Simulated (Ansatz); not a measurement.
# C₂H₄OSi: one species, many methods

How much do the methods differ for C₂H₄OSi? The plan is to run it at one geometry with functionals of several rungs and with coupled cluster. The yardstick is the atomisation energy at the CCSD(T) limit.

Computed with Ansatz 0.2.0, Gaussian basis. Level: functionals in def2-TZVPP, the program's frozen cores in correlated methods.

Levels to be run: LDA (SPW92), PBE-D4, revPBE-D4, BLYP-D4, r2SCAN-D4, B97M-V, PBE0-D4, B3LYP-D4, r2SCANh-D4, r2SCAN0-D4, HSE06-D4, BHLYP-D4, CAM-B3LYP-D4, LC-ωPBE, ωB97X-V, ωB97M-V, B2PLYP, PBE-QIDH; CCSD(T)/def2-SVP; CCSD(T)/def2-TZVPP; MP2/def2-QZVPP; extrapolation to the limit; RPA on PBE.

## Step 1: Structure used throughout

The geometry comes from an earlier relaxation with PBE0-D4 in a triple-zeta def2 set; it is a stationary point, not always the lowest conformer.

SMILES `C#CO[SiH3]`, 8 atoms, charge 0, spin multiplicity 1.

Atoms are counted from 1 here; the program's logs count them from 0.

Bond lengths: C1–C2 1.199 Å, C1–H5 1.062 Å, C2–O3 1.291 Å, O3–Si4 1.682 Å, Si4–H6 1.477 Å, Si4–H7 1.481 Å, Si4–H8 1.481 Å. Angles: C2–C1–H5 179.4°, C1–C2–O3 179.0°, C2–O3–Si4 122.2°, O3–Si4–H6 104.1°, O3–Si4–H7 109.1°, O3–Si4–H8 109.1°, H6–Si4–H7 111.8°, H6–Si4–H8 111.9°, H7–Si4–H8 110.5°.

## Step 2: LDA

This LDA is Slater exchange with PW92 correlation.

in.yaml reads:

```yaml
crystal:
  periodic: [false, false, false]
  atoms:
    - {symbol: C, position_ang: [0.080547, 0.633882, -2.197625]}
    - {symbol: C, position_ang: [0.194648, 0.709231, -1.006576]}
    - {symbol: O, position_ang: [0.324850, 0.811445, 0.274210]}
    - {symbol: Si, position_ang: [-0.051535, -0.454086, 1.315913]}
    - {symbol: H, position_ang: [-0.017231, 0.576755, -3.253821]}
    - {symbol: H, position_ang: [0.237913, 0.086890, 2.659318]}
    - {symbol: H, position_ang: [0.805329, -1.618483, 0.994299]}
    - {symbol: H, position_ang: [-1.482321, -0.802735, 1.158582]}
basis:
  gaussian: {orbitals: def2-TZVPP}
hamiltonian: {xc: lda}
output: {orbitals: {seedname: orbitals}}
```

Run with:

```sh
> ansatz run in.yaml --threads 2 --pin off --events-out ev --progress --plain --max-ram 4352MiB
```

The runs that follow: PBE-D4 (GGA); revPBE-D4 (GGA); BLYP-D4 (GGA); r2SCAN-D4 (meta-GGA); B97M-V (meta-GGA); PBE0-D4 (hybrid); B3LYP-D4 (hybrid); r2SCANh-D4 (hybrid); r2SCAN0-D4 (hybrid); HSE06-D4 (hybrid); BHLYP-D4 (hybrid); CAM-B3LYP-D4 (range-separated); LC-ωPBE (range-separated); ωB97X-V (range-separated); ωB97M-V (range-separated); B2PLYP (double hybrid); PBE-QIDH (double hybrid); CCSD(T) in def2-SVP; CCSD(T) in def2-TZVPP; MP2 in def2-QZVPP; RPA on PBE orbitals.

**Question.** What will the summary of the whole plan be? Wanted: atomisation energy, CCSD(T)/CBS; farthest beyond LDA; mean size of error, GGA; mean size of error, meta-GGA; mean size of error, hybrid; mean size of error, range-separated; mean size of error, double hybrid; gap, smallest and largest; T1 diagnostic.

The runs gave:

| quantity | value |
| --- | --- |
| atomisation energy, CCSD(T)/CBS | 730.3 kcal/mol |
| functionals within 3.7 kcal/mol (0.5 %) | BLYP-D4, r2SCAN-D4, B97M-V, PBE0-D4, B3LYP-D4, HSE06-D4, CAM-B3LYP-D4, ωB97X-V, ωB97M-V |
| farthest beyond LDA | BHLYP-D4 (-25.3 kcal/mol) |
| mean size of error, GGA | 7.3 kcal/mol |
| mean size of error, meta-GGA | 0.3 kcal/mol |
| mean size of error, hybrid | 8.2 kcal/mol |
| mean size of error, range-separated | 2.6 kcal/mol |
| mean size of error, double hybrid | 6.2 kcal/mol |
| gap, smallest and largest | 4.69 eV (LDA (SPW92)), 11.91 eV (LC-ωPBE) |
| T1 diagnostic | 0.0129 |
| triples share of the correlation energy | 4.2 % |

LDA overbinds by 109.2 kcal/mol (15 %). PBE-D4 is off by +14.9 kcal/mol. Double hybrids carry the basis error of their MP2 part in triple zeta, and no dispersion term here, so their miss is partly the set-up's. The rungs meta-GGA, range-separated miss on average by less than the doubt on the reference (3.7 kcal/mol), so they tie. The reference freezes the cores and leaves out relativity and excitations past (T), so misses under about 3.7 kcal/mol can't be ranked. Hartree-Fock recovers 72 % of the binding; the rest is correlation. CCSD(T) in def2-SVP is off by -43.7 kcal/mol, so the small basis spoils what the method gains. The gap grows from 4.7 to 11.9 eV across the functionals, mostly with the share of exact exchange.
